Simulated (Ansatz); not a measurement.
# H4SSeSi: the cost of one run

Program: the Python package of Ansatz 0.2.0. Level of theory: Hartree-Fock/def2-SVP. These are calculated values, not measurements.

**1. Starting point**

Bond lengths: S1–Si2 2.099 Å, Si2–Se3 2.264 Å, S1–H4 1.421 Å, Si2–H5 1.478 Å, Si2–H6 1.474 Å, Se3–H7 1.592 Å. Angles: S1–Si2–Se3 107.5°, S1–Si2–H5 110.2°, S1–Si2–H6 110.1°, Se3–Si2–H5 109.2°, Se3–Si2–H6 110.4°, H5–Si2–H6 109.4°, Si2–S1–H4 91.4°, Si2–Se3–H7 90.8°.

The script holds or builds the structure itself.

**2. The script**

The input, relaxed_scan_h4ssesi.py:

```python
"""One bond of H4SSeSi held at set lengths while the rest relaxes."""

import ansatz
from ase import Atoms
import numpy as np

BASIS_SET = "def2-SVP"
XC = "HF"

atoms = Atoms(["S", "Si", "Se", "H", "H", "H", "H"], positions=[
    (-2.0511, 0.0655, -0.4497),
    (-0.11, 0.3562, 0.2936),
    (1.0413, -1.5636, -0.0419),
    (-1.5541, -0.1366, -1.7657),
    (0.5559, 1.456, -0.4355),
    (-0.161, 0.681, 1.7303),
    (2.3403, -0.9265, 0.6231),
])
molecule = ansatz.Crystal.molecule_from_ase(atoms)

job = (
    molecule.calculation()
    .basis(gaussian=BASIS_SET)  # the orbital basis, by name
    .functional(XC)
)
symbols = [site.symbol for site in molecule.cartesian_sites]
pairs = [(0, 1), (0, 3), (1, 2), (1, 4), (1, 5), (2, 6)]
print("held (A)   E (eV)        ", "  ".join(f"{symbols[i]}{i}-{symbols[j]}{j}" for i, j in pairs))
for length in [1.31, 1.42, 1.53, 1.71, 1.92]:
    r = job.relax(constraints=[ansatz.DistanceConstraint((0, 3), at=length)], force_tolerance=0.02, max_steps=60).run(threads=1, pin="off").report
    xyz = np.array(r["positions_ang"])
    print(f"{length:6.2f} {r['free_energy_ev']:14.5f}  ", "  ".join(f"{np.linalg.norm(xyz[i] - xyz[j]):.3f}" for i, j in pairs))
```

**3. The calls as engine input**

The engine receives this input (first run):

```yaml
crystal:
  periodic: [false, false, false]
  atoms:
    - { symbol: S, position_ang: [-2.0511, 0.0655, -0.4497] }
    - { symbol: Si, position_ang: [-0.11, 0.3562, 0.2936] }
    - { symbol: Se, position_ang: [1.0413, -1.5636, -0.0419] }
    - { symbol: H, position_ang: [-1.5541, -0.1366, -1.7657] }
    - { symbol: H, position_ang: [0.5559, 1.456, -0.4355] }
    - { symbol: H, position_ang: [-0.161, 0.681, 1.7303] }
    - { symbol: H, position_ang: [2.3403, -0.9265, 0.6231] }
basis:
  gaussian:
    orbitals: def2-SVP
hamiltonian:
  xc: hf
relax:
  f_tol: 0.02
  max_steps: 60
  constraints:
    - { distance: [0, 3], at: 1.31 }
```

**4. Launch**

Run with:

```console
> python relaxed_scan_h4ssesi.py
```

Q: Estimate wall time and peak memory on 1 thread of Arm Neoverse V2, shared host.

About 85 s, with a peak of 0.25 GiB.
